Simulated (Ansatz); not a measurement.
**TaW: response to equal strain of all cell vectors**

How does TaW answer equal strain of all cell vectors between -3 and +3 %? At each strain the shape is held and the atoms relax, within the symmetry that is left.

Computed with Ansatz 0.2.0 (DFT r2SCAN, scalar-relativistic, plane waves, PAW, unless a step's input says otherwise).

## Step 1: The system as given

The structure is orthorhombic, space group Cmmm (No. 65). Conventional cell: a = 3.228 Å, b = 4.614 Å, c = 4.521 Å, α = 90.00°, β = 90.00°, γ = 90.00°. Ta (site symmetry mmm) is surrounded by 4 W at 2.78 Å and 4 Ta at 2.82 Å. W (site symmetry mmm) has 4 Ta at 2.78 Å and 4 W at 2.82 Å as nearest neighbours.

As a file:

```
Ta W
1.0
     1.61413   -2.30703    0.00000
     1.61413    2.30703    0.00000
     0.00000    0.00000    4.52140
Ta W
1 1
Cartesian
  0.0000 0.0000 0.0000
  1.6141 0.0000 2.2607
```

The structure comes from the Materials Project (structure only).

## Step 2: A first look at the start

Contents of input.yaml:

```yaml
crystal:
  lattice:
    - [1.61412879, -2.3070255, 0.0]
    - [1.61412879, 2.3070255, 0.0]
    - [0.0, 0.0, 4.52139841]
  atoms:
    - { symbol: Ta, position: [0.0, 0.0, 0.0] }
    - { symbol: W, position: [0.5, 0.5, 0.5] }
basis:
  ecutwfc: 500
kpoints:
  mp_grid: { grid: [6, 6, 4] }
hamiltonian:
  xc: r2scan
scf:
  occupations: { method: gaussian, width: 0.1 }
output:
  forces: true
  stress: true
  eigenvalues: true
```

On the command line:

```
$ ansatz run input.yaml --threads 1 --pin off --max-ram 1331MiB --backend cpu --events-out ev --progress --plain --runs-dir out
```

What it wrote, cut to the lines that bear on the results:

```text
[...]
SCF converged after 7 iterations
Free energy (F): -20341.751472 eV
[...]
E sigma→0 (E₀):  -20341.747730 eV
Entropy (-TS):   -0.007484 eV (-3.742 meV/atom)
Fermi energy:    20.031265 eV
[...]
--- Forces (eV/Å), atoms counted from 1 ---
  atom   1  Ta     0.00000000     0.00000000     0.00000000
  atom   2  W      0.00000000     0.00000000     0.00000000
[...]
--- Stress (GPa, compression-positive) ---
       -1.111985       0.000000       0.000000
        0.000000       0.843769       0.000000
        0.000000       0.000000      -1.428016
  P = ⅓ Tr σ = -0.5654 GPa (-5.654 kbar)
--- Band table (eV; the first three rows and the last of 39) ---
  k-point 0: bands = ["-55.0622", "-48.6623", "-18.8246", "-18.3611", "-18.1677", "-14.5322", "-14.1433", "-13.9152", "11.2905", "14.9644", "17.8151", "20.0149", "20.2256", "20.5919", "21.7168", "23.2382", "23.4578", "24.4462"]
[...]
```

Wall time 4.3 s (1 thread of an Arm CPU, shared host); peak memory 0.39 GiB.

Read-out: pressure -0.6 GPa, largest force 0.00 eV/Å, gap on this mesh none (metal). By this gap the next run takes a mesh of 16×16×10.

## Step 3: Full relaxation

Changes to input.yaml since step 2:

```diff
@@ -11,3 +11,3 @@
 kpoints:
-  mp_grid: { grid: [6, 6, 4] }
+  mp_grid: { grid: [16, 16, 10] }
 hamiltonian:
@@ -20 +20,6 @@
   eigenvalues: true
+relax:
+  adjacent_minimum: "off"
+  f_tol: 0.005
+  max_steps: 80
+  cell: { stress_tol: 0.05 }
```

On the command line:

```
$ ansatz run input.yaml --threads 1 --pin off --max-ram 1331MiB --backend cpu --events-out ev --progress --plain --runs-dir out
```

What it wrote:

```text
Warning: RAYON_NUM_THREADS=1 ignored (pool sized by the plan → 1); use --threads N
Engine: ansatz 0.2.0, aarch64-unknown-linux-gnu
Pseudopotentials: kind: paw
Pseudopotential: Ta, paw, valence charge 13, recommended cutoff 500 eV (meta_gga), Ta.paw.azcp
Pseudopotential: W, paw, valence charge 14, recommended cutoff 500 eV (meta_gga), W.paw.azcp
Functional definition: r2SCAN
  parameter k0 = 0.174
  parameter k1 = 0.065
  parameter a1 = 4.9479
  exchange = r2scan_x(k0 = k0, k1 = k1, a1 = a1)
  correlation = r2scan_c
Crystal: 2 atoms, lattice volume = 33.674 Å³
Basis set: ecut = 500 eV, 865 PW (Γ), exchange–correlation on 96×96×144 points (64 copies of the dense FFT grid, shifted against one another)
Bands: 18, of which v1, the nominal top of the filled ones, is band 14 counted from 1 (13 counted from 0)
Symmetry: 8 space group operations
Space group: Cmmm (ITA 65), of the structure as read, at distance tolerance 3.2e-5 Å
k-points: 438 of 2560
Non-local potential: Ta, projectors of the file, l = 0: 3, l = 1: 2, l = 2: 2, l = 3: 1
Non-local potential: W, projectors of the file, l = 0: 3, l = 1: 2, l = 2: 2, l = 3: 1
PAW form: soft (Blöchl's): semilocal exchange-correlation on the pseudo side does not see the compensation charge
PAW frozen core: Ta, regenerated for the run's functional (the file was generated under x = pbe(κ = 0.804, μ = 0.2195149727645171), c = pbe(β = 0.06672455060314922))
PAW frozen core: W, regenerated for the run's functional (the file was generated under x = pbe(κ = 0.804, μ = 0.2195149727645171), c = pbe(β = 0.06672455060314922))
PAW one-centre angular grid: Ta, 590 points (default); XC on 160 Gauss nodes
PAW one-centre angular grid: W, 590 points (default); XC on 160 Gauss nodes
Initial density: superposition of atomic densities (neutral atoms: chi_scale 0, normalization atom), corrected by the library's trained network
Initial wavefunctions: pseudopotential atomic-orbital guess
Functional: x = r2scan, c = r2scan; τ floored in thin density (d = 2e-4 eV/Å³)
SCF iter   1: F=—  HF=-20341.714838 eV  |F-HF|=—  |Δ(HF+E_count)|=         —  Δρ=7.45e-3  dr2=1.64e-2  dr2_τ=6.36e-2  ethr=1.77e-3  ⟨swp⟩=5.3  Hψ=37506  notcnv=0
preconditioner: auto → none  [metal: Δε(μ)=0.004 eV  Ē_g=5.937 eV  σ=0.100 eV  W_gap=0.02  n_scr=6 (ndim 8)  ℏωp=21.2 eV  f_vac=0.000  D(μ)=1.57/eV (n_scr^D=18)  sad-step TF]
SCF iter   2: F=—  HF=-20341.744773 eV  |F-HF|=—  |Δ(HF+E_count)|=   2.99e-2  Δρ=4.26e-3  dr2=3.13e-3  dr2_τ=5.41e-4  ethr=6.08e-5  ⟨swp⟩=2.3  Hψ=14191  notcnv=0
SCF iter   3: F=—  HF=-20341.746123 eV  |F-HF|=—  |Δ(HF+E_count)|=   1.35e-3  Δρ=2.03e-3  dr2=4.61e-3  dr2_τ=2.98e-4  ethr=1.16e-5  ⟨swp⟩=2.1  Hψ=10385  notcnv=0
SCF iter   4: F=—  HF=-20341.745575 eV  |F-HF|=—  |Δ(HF+E_count)|=   5.48e-4  Δρ=6.75e-4  dr2=5.00e-4  dr2_τ=2.62e-5  ethr=1.16e-5  ⟨swp⟩=2.0  Hψ=10007  notcnv=0
SCF iter   5: F=—  HF=-20341.745522 eV  |F-HF|=—  |Δ(HF+E_count)|=   5.28e-5  Δρ=1.64e-4  dr2=1.63e-5  dr2_τ=3.64e-7  ethr=1.85e-6  ⟨swp⟩=1.4  Hψ=8029  notcnv=0
SCF iter   6: F=—  HF=-20341.745523 eV  |F-HF|=—  |Δ(HF+E_count)|=   9.56e-7  Δρ=3.99e-5  dr2=1.28e-6  dr2_τ=7.08e-8  ethr=6.02e-8  ⟨swp⟩=1.9  Hψ=9322  notcnv=0
SCF iter   7: F=-20341.745523 eV  HF=-20341.745523 eV  |F-HF|=2.55e-10  |Δ(HF+E_count)|=   5.76e-8  Δρ=6.67e-6  dr2=1.09e-8  dr2_τ=1.25e-9  ethr=3.70e-10  ⟨swp⟩=5.0  Hψ=32844  notcnv=0
SCF 1 converged in 7 iterations: F = -20341.745523 eV  dr2 = 1.09e-8
relax step   1: F+E_penalty+E_count = -20341.74552303 eV  Δ(F+E_penalty+E_count) = +0.000e0 eV  max|allowed force component| = 3.155e-30 eV/Å  Δτ_max = 0.0000 Å  P = -0.794 GPa  Ω = 33.674 Å³  (7 SCF iters, dr2 threshold 1.00e-7 eV, accepted)
Crystal: 2 atoms, lattice volume = 33.241 Å³
Basis set: ecut = 500 eV, 845 PW (Γ), exchange–correlation on 96×96×144 points (64 copies of the dense FFT grid, shifted against one another)
Initial density: handed on by an earlier stage of this run
Initial wavefunctions: those handed on with the density
iter 1 solved again at ethr=1.34e-5 eV; its pass at ethr=3.10e-3 eV (dr2=3.61e-3 eV) is discarded
SCF iter   1: F=—  HF=-20341.737703 eV  |F-HF|=—  |Δ(HF+E_count)|=         —  Δρ=1.75e-3  dr2=3.54e-3  dr2_τ=5.19e-3  ethr=1.34e-5  ⟨swp⟩=2.5  Hψ=43951  notcnv=0
preconditioner: auto → none  [metal: Δε(μ)=0.017 eV  Ē_g=6.033 eV  σ=0.100 eV  W_gap=0.09  n_scr=6 (ndim 8)  ℏωp=21.4 eV  f_vac=0.000  D(μ)=1.54/eV (n_scr^D=18)]
SCF iter   2: F=—  HF=-20341.746181 eV  |F-HF|=—  |Δ(HF+E_count)|=   8.48e-3  Δρ=4.09e-3  dr2=2.06e-2  dr2_τ=1.24e-3  ethr=1.31e-5  ⟨swp⟩=2.0  Hψ=12778  notcnv=0  recentre
SCF iter   3: F=—  HF=-20341.743382 eV  |F-HF|=—  |Δ(HF+E_count)|=   2.80e-3  Δρ=3.34e-4  dr2=1.72e-5  dr2_τ=4.24e-6  ethr=1.31e-5  ⟨swp⟩=2.0  Hψ=10277  notcnv=0
SCF iter   4: F=—  HF=-20341.743403 eV  |F-HF|=—  |Δ(HF+E_count)|=   2.15e-5  Δρ=1.62e-4  dr2=3.27e-6  dr2_τ=1.27e-6  ethr=6.36e-8  ⟨swp⟩=2.6  Hψ=14142  notcnv=0
SCF iter   5: F=-20341.743408 eV  HF=-20341.743408 eV  |F-HF|=5.36e-8  |Δ(HF+E_count)|=   4.79e-6  Δρ=2.52e-5  dr2=9.17e-8  dr2_τ=5.97e-8  ethr=7.41e-10  ⟨swp⟩=4.6  Hψ=37452  notcnv=0
SCF 2 converged in 5 iterations: F = -20341.743408 eV  dr2 = 9.17e-8
relax step   2: F+E_penalty+E_count = -20341.74340804 eV  Δ(F+E_penalty+E_count) = +2.115e-3 eV  max|allowed force component| = 1.223e-29 eV/Å  Δτ_max = 0.0000 Å  P = +2.547 GPa  Ω = 33.241 Å³  energy of the carried Pulay correction = +1.963e-4 eV  (5 SCF iters, dr2 threshold 2.00e-7 eV, rejected (line search))
Crystal: 2 atoms, lattice volume = 33.570 Å³
Basis set: ecut = 500 eV, 861 PW (Γ), exchange–correlation on 96×96×144 points (64 copies of the dense FFT grid, shifted against one another)
iter 1 solved again at ethr=7.91e-6 eV; its pass at ethr=3.10e-3 eV (dr2=2.14e-3 eV) is discarded
SCF iter   1: F=—  HF=-20341.742452 eV  |F-HF|=—  |Δ(HF+E_count)|=         —  Δρ=1.34e-3  dr2=2.14e-3  dr2_τ=3.01e-3  ethr=7.91e-6  ⟨swp⟩=2.5  Hψ=43863  notcnv=0
preconditioner: auto → none  [metal: Δε(μ)=0.008 eV  Ē_g=5.976 eV  σ=0.100 eV  W_gap=0.04  n_scr=6 (ndim 8)  ℏωp=21.3 eV  f_vac=0.000  D(μ)=1.57/eV (n_scr^D=18)]
SCF iter   2: F=—  HF=-20341.747557 eV  |F-HF|=—  |Δ(HF+E_count)|=   5.10e-3  Δρ=3.20e-3  dr2=1.28e-2  dr2_τ=7.62e-4  ethr=7.91e-6  ⟨swp⟩=2.0  Hψ=12769  notcnv=0  recentre
SCF iter   3: F=—  HF=-20341.745828 eV  |F-HF|=—  |Δ(HF+E_count)|=   1.73e-3  Δρ=2.31e-4  dr2=8.50e-6  dr2_τ=2.09e-6  ethr=7.91e-6  ⟨swp⟩=2.0  Hψ=10282  notcnv=0
SCF iter   4: F=—  HF=-20341.745838 eV  |F-HF|=—  |Δ(HF+E_count)|=   1.00e-5  Δρ=1.06e-4  dr2=1.66e-6  dr2_τ=6.67e-7  ethr=3.15e-8  ⟨swp⟩=2.1  Hψ=13777  notcnv=0
SCF iter   5: F=—  HF=-20341.745841 eV  |F-HF|=—  |Δ(HF+E_count)|=   2.49e-6  Δρ=2.16e-5  dr2=5.54e-8  dr2_τ=3.54e-8  ethr=6.14e-9  ⟨swp⟩=2.0  Hψ=10597  notcnv=0
SCF iter   6: F=—  HF=-20341.745841 eV  |F-HF|=—  |Δ(HF+E_count)|=   8.98e-8  Δρ=3.28e-6  dr2=1.50e-9  dr2_τ=9.68e-10  ethr=2.05e-10  ⟨swp⟩=2.0  Hψ=12668  notcnv=0
SCF iter   7: F=—  HF=-20341.745841 eV  |F-HF|=—  |Δ(HF+E_count)|=   2.08e-9  Δρ=9.71e-7  dr2=1.02e-10  dr2_τ=8.50e-12  ethr=5.54e-12  ⟨swp⟩=2.2  Hψ=12716  notcnv=0
SCF iter   8: F=-20341.745841 eV  HF=-20341.745841 eV  |F-HF|=1.09e-11  |Δ(HF+E_count)|=  1.27e-10  Δρ=7.45e-8  dr2=1.70e-12  dr2_τ=2.63e-13  ethr=1.00e-12  ⟨swp⟩=6.8  Hψ=36141  notcnv=0
SCF 3 converged in 8 iterations: F = -20341.745841 eV  dr2 = 1.70e-12
relax step   3: F+E_penalty+E_count = -20341.74584103 eV  Δ(F+E_penalty+E_count) = -3.180e-4 eV  max|allowed force component| = 2.524e-29 eV/Å  Δτ_max = 0.0000 Å  P = -0.013 GPa  Ω = 33.570 Å³  energy of the carried Pulay correction = +4.688e-5 eV  (8 SCF iters, accepted)
Initial wavefunctions: pseudopotential atomic-orbital guess (no wavefunctions were taken with the density)
iter 1 solved again at ethr=2.95e-8 eV; its pass at ethr=3.10e-3 eV (dr2=7.96e-6 eV) is discarded
SCF iter   1: F=—  HF=-20341.745794 eV  |F-HF|=—  |Δ(HF+E_count)|=         —  Δρ=9.05e-6  dr2=3.04e-9  dr2_τ=3.59e-8  ethr=2.95e-8  ⟨swp⟩=3.8  Hψ=59072  notcnv=0
preconditioner: auto → none  [metal: Δε(μ)=0.009 eV  Ē_g=5.975 eV  σ=0.100 eV  W_gap=0.05  n_scr=6 (ndim 8)  ℏωp=21.3 eV  f_vac=0.000  D(μ)=1.57/eV (n_scr^D=18)]
SCF iter   2: F=—  HF=-20341.745795 eV  |F-HF|=—  |Δ(HF+E_count)|=   9.22e-7  Δρ=4.50e-6  dr2=1.35e-9  dr2_τ=1.10e-9  ethr=1.12e-11  ⟨swp⟩=3.0  Hψ=15281  notcnv=0
SCF iter   3: F=—  HF=-20341.745795 eV  |F-HF|=—  |Δ(HF+E_count)|=   1.78e-9  Δρ=2.94e-6  dr2=8.18e-9  dr2_τ=4.59e-10  ethr=4.99e-12  ⟨swp⟩=2.3  Hψ=11637  notcnv=0  recentre
SCF iter   4: F=-20341.745795 eV  HF=-20341.745795 eV  |F-HF|=1.09e-11  |Δ(HF+E_count)|=  9.71e-10  Δρ=2.83e-7  dr2=1.36e-11  dr2_τ=1.60e-11  ethr=1.00e-12  ⟨swp⟩=5.9  Hψ=41838  notcnv=0
SCF 4 converged in 4 iterations: F = -20341.745795 eV  dr2 = 1.36e-11
relax step   4: F+E_penalty+E_count = -20341.74579485 eV  Δ(F+E_penalty+E_count) = +4.619e-5 eV  max|allowed force component| = 2.682e-29 eV/Å  Δτ_max = 0.0000 Å  P = -0.014 GPa  Ω = 33.570 Å³  stress off target by 2.60e-2 GPa  SCF on the basis re-selected at this cell (its energy is not comparable with the rows above)  (4 SCF iters)
basis re-selected at this cell: Δ(F+E_penalty+E_count) = +4.619e-5 eV, ΔP = -0.001 GPa vs the last step (what re-selecting the basis moved, of the pressure what is left beyond the Pulay correction that the steps carried, after the strain that the cell walked since its last selection, with what the two solves' SCF thresholds leave and, on support functions, any second-order correction that the steps lacked; it is no measure of the basis error at this ecutwfc). This SCF's stress stands 2.60e-2 GPa from its target on what of the cell is left free (relax.cell.stress_tol is 5.00e-2 GPa) and its largest allowed force component is 2.68e-29 eV/Å (relax.f_tol is 5.00e-3 eV/Å): within both
SCF converged after 4 iterations
Free energy (F): -20341.745795 eV
Harris-Foulkes:  -20341.745795 eV  (|F-HF|=1.09e-11)
Internal energy: -20341.737930 eV  (E = F + TS)
E sigma→0 (E₀):  -20341.741862 eV
Entropy (-TS):   -0.007865 eV (-3.932 meV/atom)
Fermi energy:    20.197149 eV
--- Per-component energies (eV) ---
  E_band       = -210.967899
  E_kinetic    = 817.993977
  E_local      = -1151.933226  (includes V_loc(G=0)·N_el)
  E_nonlocal   = 16.960700
  E_hartree    = 408.861054
  E_xc         = -453.611074
  E_vxc        = -482.268351  (∫ρ·V_xc dr)
  E_paw        = -17016.500144  (= ΣΔE_a)
  E_vpaw       = -254.143714  (= ΣTr[D̂ρ^β])
  E_aug_tail   = 0.000032  (compensation charges beyond the density's cutoff)
  E_vtau       = 24.700580  (kinetic-family band-sum trace: ∫τ·v_τ [+ j·A + Jᵃ·Aᵃ] dr)
  E_ewald      = -2962.165021
  E_core_change = -1.344229  (= ΣΔE_core)
  E_smearing   = -0.007865  (= −TS)
  E_closure    = -0.000000  (closes the sum)
  Σ components = -20341.745795   (vs F -20341.745795, Δ=0.00e0)
--- Forces (eV/Å), atoms counted from 1 ---
  atom   1  Ta    -0.00000000     0.00000000     0.00000000
  atom   2  W      0.00000000     0.00000000    -0.00000000
  max |Σ_I F_I| component: 4.73e-29 eV/Å
--- Stress (GPa, compression-positive) ---
       -0.026034       0.000000       0.000000
        0.000000      -0.025972      -0.000000
        0.000000      -0.000000       0.009587
  P = ⅓ Tr σ = -0.0141 GPa (-0.141 kbar)
--- Band table (eV; the first three rows and the last of 438) ---
  k-point 0: bands = ["-54.9899", "-48.5616", "-18.7319", "-18.2929", "-18.1131", "-14.4175", "-14.0333", "-13.8397", "11.3478", "15.0228", "17.8509", "20.0967", "20.3077", "20.6432", "21.8151", "23.3153", "23.5287", "24.5556"]
  k-point 1: bands = ["-54.9898", "-48.5617", "-18.7235", "-18.2921", "-18.1131", "-14.4317", "-14.0350", "-13.8396", "11.4732", "15.0316", "17.8955", "20.2160", "20.3012", "20.5641", "21.4640", "23.3052", "23.5128", "24.4785"]
  k-point 2: bands = ["-54.9897", "-48.5621", "-18.7013", "-18.2900", "-18.1130", "-14.4692", "-14.0396", "-13.8396", "11.8382", "15.0247", "18.0247", "20.2254", "20.3463", "20.5684", "20.7727", "23.1082", "23.4715", "24.3145"]
  k-point 437: bands = ["-54.8954", "-48.4262", "-19.0405", "-18.6594", "-18.4750", "-15.0717", "-14.5428", "-14.3308", "16.3523", "16.8208", "17.4463", "17.8257", "20.3068", "21.0621", "21.3430", "22.2218", "26.1589", "28.1690"]
--- Relaxed structure (3 steps of the walk, 2 accepted, 1 SCFs on fresh bases) ---
  F+E_penalty+E_count = -20341.74579485 eV   max|allowed force component| = 2.682e-29 eV/Å   (the final SCF, on the basis selected at the relaxed cell)
  cell:  # Å, volume = 33.5701 Å³
    - [1.6135346823091739, -2.3035717162931566, 0.0]
    - [1.6135346823091739, 2.3035717162931566, 0.0]
    - [0.0, 0.0, 4.51588206391515]
  atoms:
    - { symbol: Ta, position: [0.0, 0.0, 0.0] }
    - { symbol: W, position: [0.49999999999999994, 0.49999999999999994, 0.5] }
```

Wall time 2.3 min (1 thread of an Arm CPU, shared host); peak memory 0.72 GiB.

Relaxation path:

```
step  energy from step 1 (eV/cell)  largest force component (eV/Å)  pressure (GPa)  volume (Å³)
   1                        0.0000                          0.0000           -0.79        33.67
   2                        0.0021                          0.0000            2.55        33.24
   3                       -0.0003                          0.0000           -0.01        33.57
   4                       -0.0003                          0.0000           -0.01        33.57
```

Step 1 is the start. Step 4 repeats the geometry before it on a plane-wave basis chosen anew for that cell, so its energy need not be comparable with the rows above. Step 2 was tried and not accepted.

Lengths and angles in the start's conventional setting:

|  | before | after | change |
| --- | --- | --- | --- |
| a (Å) | 3.228 | 3.227 | 0.0 % |
| b (Å) | 4.614 | 4.607 | -0.1 % |
| c (Å) | 4.521 | 4.516 | -0.1 % |
| volume (Å³/atom) | 16.84 | 16.79 | -0.3 % |
| shortest distance (Å) | 2.778 | 2.775 | -0.1 % |
| space group (0.01 Å) | Cmmm | Cmmm | same |

The run keeps the 8 symmetry operations of the start, so it could not have lowered the symmetry.

## Step 4: Reference cell for the strains

Contents of input.yaml:

```yaml
crystal:
  lattice:
    - [3.2270693646, 0.0, 0.0]
    - [0.0, 4.6071434326, 0.0]
    - [0.0, 0.0, 4.5158820639]
  atoms:
    - { symbol: Ta, position: [0.0, 0.0, 0.0] }
    - { symbol: Ta, position: [0.5, 0.5, 0.0] }
    - { symbol: W, position: [0.5, 0.0, 0.5] }
    - { symbol: W, position: [0.0, 0.5, 0.5] }
basis:
  ecutwfc: 500
kpoints:
  mp_grid: { grid: [14, 10, 10] }
hamiltonian:
  xc: r2scan
scf:
  occupations: { method: gaussian, width: 0.1 }
output:
  forces: true
  stress: true
  eigenvalues: true
```

On the command line:

```
$ ansatz run input.yaml --threads 1 --pin off --max-ram 1331MiB --backend cpu --events-out ev --progress --plain --runs-dir out
```

What it wrote, cut to the lines that bear on the results:

```text
Warning: RAYON_NUM_THREADS=1 ignored (pool sized by the plan → 1); use --threads N
[...]
[... 4 set-up lines as earlier in the session ...]
[...]
Crystal: 4 atoms, lattice volume = 67.140 Å³
Basis set: ecut = 500 eV, 1707 PW (Γ), exchange–correlation on 96×144×144 points (64 copies of the dense FFT grid, shifted against one another)
Bands: 33, of which v1, the nominal top of the filled ones, is band 27 counted from 1 (26 counted from 0)
Symmetry: 16 space group operations
Space group: Cmmm (ITA 65), of the structure as read, at distance tolerance 4.1e-5 Å
k-points: 288 of 1400
[...]
SCF iter   1: F=—  HF=-40683.426556 eV  |F-HF|=—  |Δ(HF+E_count)|=         —  Δρ=7.46e-3  dr2=3.25e-2  dr2_τ=1.28e-1  ethr=1.77e-3  ⟨swp⟩=4.8  Hψ=38085  notcnv=0  defer=43
[...]
SCF iter   6: F=-40683.488687 eV  HF=-40683.488687 eV  |F-HF|=3.30e-9  |Δ(HF+E_count)|=   3.59e-7  Δρ=8.38e-6  dr2=3.52e-8  dr2_τ=7.74e-9  ethr=1.85e-10  ⟨swp⟩=8.8  Hψ=44100  notcnv=0
[...]
SCF converged after 6 iterations
Free energy (F): -40683.488687 eV
[...]
E sigma→0 (E₀):  -40683.480778 eV
Entropy (-TS):   -0.015816 eV (-3.954 meV/atom)
Fermi energy:    20.194794 eV
[...]
--- Forces (eV/Å), atoms counted from 1 ---
  atom   1  Ta    -0.00000000     0.00000000    -0.00000000
  atom   2  Ta    -0.00000000     0.00000000    -0.00000000
  atom   3  W      0.00000000     0.00000000    -0.00000000
  atom   4  W      0.00000000     0.00000000    -0.00000000
[...]
--- Stress (GPa, compression-positive) ---
        0.201281      -0.000000      -0.000000
       -0.000000       0.003964      -0.000000
       -0.000000      -0.000000       0.012569
  P = ⅓ Tr σ = 0.0726 GPa (0.726 kbar)
--- Band table (eV; the first three rows and the last of 288) ---
[...]
```

Run time: 76 s. Hardware: 1 thread of an Arm CPU, shared host; peak memory 0.89 GiB.

The crystal is set up in a cell of 4 atoms whose axes suit the strains; its energy is the zero of the series.

## Step 5: At -1.0 %

Changes to input.yaml since step 4:

```diff
@@ -2,5 +2,5 @@
   lattice:
-    - [3.2270693646, 0.0, 0.0]
-    - [0.0, 4.6071434326, 0.0]
-    - [0.0, 0.0, 4.5158820639]
+    - [3.194798671, 0.0, 0.0]
+    - [0.0, 4.5610719983, 0.0]
+    - [0.0, 0.0, 4.4707232433]
   atoms:
```

On the command line:

```
$ ansatz run input.yaml --threads 1 --pin off --max-ram 1331MiB --backend cpu --events-out ev --progress --plain --runs-dir out
```

What it wrote, cut to the lines that bear on the results:

```text
Warning: RAYON_NUM_THREADS=1 ignored (pool sized by the plan → 1); use --threads N
[...]
[... 4 set-up lines as earlier in the session ...]
[...]
Crystal: 4 atoms, lattice volume = 65.146 Å³
Basis set: ecut = 500 eV, 1643 PW (Γ), exchange–correlation on 96×144×144 points (64 copies of the dense FFT grid, shifted against one another)
Bands: 33, of which v1, the nominal top of the filled ones, is band 27 counted from 1 (26 counted from 0)
[... 1 set-up line as earlier in the session ...]
Space group: Cmmm (ITA 65), of the structure as read, at distance tolerance 4.0e-5 Å
k-points: 288 of 1400
[...]
SCF iter   1: F=—  HF=-40683.365971 eV  |F-HF|=—  |Δ(HF+E_count)|=         —  Δρ=7.53e-3  dr2=2.61e-2  dr2_τ=1.40e-1  ethr=1.77e-3  ⟨swp⟩=4.9  Hψ=38144  notcnv=0  defer=46
[...]
SCF iter   7: F=-40683.438109 eV  HF=-40683.438109 eV  |F-HF|=4.07e-10  |Δ(HF+E_count)|=   1.41e-8  Δρ=3.15e-6  dr2=4.66e-9  dr2_τ=2.49e-10  ethr=1.85e-10  ⟨swp⟩=9.1  Hψ=34408  notcnv=0
[...]
SCF converged after 7 iterations
Free energy (F): -40683.438109 eV
[...]
E sigma→0 (E₀):  -40683.430514 eV
Entropy (-TS):   -0.015190 eV (-3.797 meV/atom)
Fermi energy:    20.907321 eV
[...]
--- Forces (eV/Å), atoms counted from 1 ---
  atom   1  Ta     0.00000000     0.00000000     0.00000000
  atom   2  Ta     0.00000000     0.00000000     0.00000000
  atom   3  W      0.00000000     0.00000000     0.00000000
  atom   4  W      0.00000000     0.00000000     0.00000000
[...]
--- Stress (GPa, compression-positive) ---
        8.300751      -0.000000      -0.000000
        0.000000       7.945702      -0.000000
       -0.000000      -0.000000       8.500626
  P = ⅓ Tr σ = 8.2490 GPa (82.490 kbar)
--- Band table (eV; the first three rows and the last of 288) ---
[...]
```

It took 77 s on 1 thread of an Arm CPU, shared host; peak memory 0.87 GiB.

The cell is held at each strain. Atoms start from the nearest strain of the same sign that is done. Symmetry fixes all atoms here, so a single point is enough.

(Part 1 of 2 ends here.)
